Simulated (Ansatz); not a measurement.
# Al3Cu: the cost of one run

Method: DFT PBEsol, scalar-relativistic, plane waves, PAW, in Ansatz 0.2.0.

2 further runs of the same task are left out: 1 for a known fault of the program, 1 that didn't finish.

## Step 1: The structure to begin with

The structure is cubic, space group Pm-3m (No. 221). The conventional cell has a = 3.924 Å, b = 3.924 Å, c = 3.924 Å, α = 90.00°, β = 90.00°, γ = 90.00°. Al (site symmetry 4/mmm) has 8 Al at 2.77 Å and 4 Cu at 2.77 Å as nearest neighbours. Cu (site symmetry m-3m) is surrounded by 12 Al at 2.77 Å.

Coordinates:

```
CELL_PARAMETERS angstrom
3.92415 0.00000 0.00000
0.00000 3.92415 0.00000
0.00000 0.00000 3.92415
ATOMIC_POSITIONS crystal
Al 0.00000 0.50000 0.50000
Al 0.50000 0.00000 0.50000
Al 0.50000 0.50000 0.00000
Cu 0.00000 0.00000 0.00000
```

The structure comes from the Materials Project (structure only).

(A quick probe on a coarse mesh, which set the mesh and smearing, is not shown.)

## Step 3: Relaxing cell and atoms

Input file input.yaml:

```yaml
crystal:
  lattice:
    - [3.924151, 0.0, 0.0]
    - [0.0, 3.924151, 0.0]
    - [0.0, 0.0, 3.924151]
  atoms:
    - { symbol: Al, position: [0.0, 0.5, 0.5] }
    - { symbol: Al, position: [0.5, 0.0, 0.5] }
    - { symbol: Al, position: [0.5, 0.5, 0.0] }
    - { symbol: Cu, position: [0.0, 0.0, 0.0] }
basis:
  ecutwfc: 420
kpoints:
  mp_grid: { grid: [12, 12, 12] }
hamiltonian:
  xc: pbesol
scf:
  occupations: { method: gaussian, width: 0.1 }
output:
  forces: true
  stress: true
  eigenvalues: true
  write_density: true
  write_potential: true
  elf: true
  volumetric_format: npy
relax:
  adjacent_minimum: "off"
  f_tol: 0.005
  max_steps: 80
  cell: { stress_tol: 0.05 }
```

On the command line:

```console
$ ansatz run input.yaml --threads 1 --pin off --max-ram 2560MiB --backend cpu --events-out ev --progress --plain --runs-dir out
```

**Question.** How long does this run take on 1 thread of AMD EPYC 9R45 (Zen 5), shared host, and how much memory does it need?

About 8.3 s, with a peak of 0.45 GiB.
